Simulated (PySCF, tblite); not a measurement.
# C4H4N2OS: geometry, infrared bands and NMR shifts

Aim: predict the infrared bands and NMR shifts of C4H4N2OS (`CC(=O)c1csnn1`).

Programs: tblite 0.8.0 and PySCF 2.14.0, with density-fitted response routines of our own. Each step states its level of theory. These are calculated values for one molecule in the gas phase, unless marked as measured. Atoms count from 0, in the outputs and in this text.

## 1. The molecule as given

12 atoms, charge 0, multiplicity 1; geometry from: force field or distance geometry start.

Bonds of the start (Å): C0–C1 1.50, C1–O2 1.25, C1–C3 1.47, C3–C4 1.36, C4–S5 1.86, S5–N6 1.48, N6–N7 1.28, N7–C3 1.32, C0–H8 1.11, C0–H9 1.10, C0–H10 1.12, C4–H11 1.09.

## 2. Relaxing the molecule with GFN2-xTB

Job settings and geometry (Å):

```
{"job": {"kind": "relax", "xc": "GFN2-xTB", "basis": "xTB"}, "charge": 0, "multiplicity": 1}
C     -1.871500    -0.487300     0.269500
C     -0.804900     0.555900     0.108700
O     -1.034000     1.779400     0.153000
C      0.587900     0.114500    -0.081700
C      1.625200     0.992200    -0.211400
S      3.039100    -0.202400    -0.415600
N      2.197800    -1.417100    -0.296800
N      0.960000    -1.149100    -0.117000
H     -1.348600    -1.467600     0.329100
H     -2.509300    -0.303000     1.146300
H     -2.444700    -0.494800    -0.693300
H      1.604100     2.078600    -0.216800
```

On the command line:

```console
> OMP_NUM_THREADS=1 python probes_run.py task.json out
```

The driver reads the jobs from task.json and runs them one after another.

**Question.** This job is followed by: GFN2-xTB harmonic vibrations, gas phase; GIAO PBE0/pcSseg-1 NMR shielding, non-relativistic, gas phase. Predict these results of the whole session: strongest single infrared mode (GFN2-xTB); zero-point energy (GFN2-xTB); ¹³C shifts against TMS (PBE0/pcSseg-1); ¹H shifts against TMS (PBE0/pcSseg-1, means over atoms taken as alike); ¹⁷O shifts against H2O (PBE0/pcSseg-1); ³³S shifts against CS2 (PBE0/pcSseg-1); ¹⁵N shifts against NH3 (PBE0/pcSseg-1).

The runs gave:

| quantity | value |
| --- | --- |
| strongest single infrared mode (GFN2-xTB) | 1744 cm⁻¹, 323 km/mol |
| zero-point energy (GFN2-xTB) | 48.9 kcal/mol |
| ¹³C shifts against TMS (PBE0/pcSseg-1) | 196.5, 162.6, 154.2, 33.4 ppm |
| ¹H shifts against TMS (PBE0/pcSseg-1, means over atoms taken as alike) | 9.17, 3.17 ppm |
| ¹⁷O shifts against H2O (PBE0/pcSseg-1) | 654.9 ppm |
| ³³S shifts against CS2 (PBE0/pcSseg-1) | 551 ppm |
| ¹⁵N shifts against NH3 (PBE0/pcSseg-1) | 472.3, 460.6 ppm |

What this shows: Relaxing lowered the energy by 0.992 eV in 96 steps; the close pair that moved most is S5–N6, from 1.482 to 1.670 Å. No mode is imaginary among the 30: a minimum at this level. The strongest single mode, at 1744 cm⁻¹, moves mainly C1 and O2. GFN2-xTB is a fitted tight-binding method: band positions and strengths are rough. Its intensities can rank the bands wrongly. C1 (ketone carbonyl carbon) lies farthest downfield among carbon, at 196.5 ppm; the double bond to the heteroatom, with no lone-pair donor beside it, deshields it most. At PBE0/pcSseg-1: The widest tensor belongs to O2: span 1250 ppm, with a paramagnetic part of -719 ppm. NICS(1)zz of -32 ppm above the planar ring from C3 marks a diatropic (aromatic) ring current.
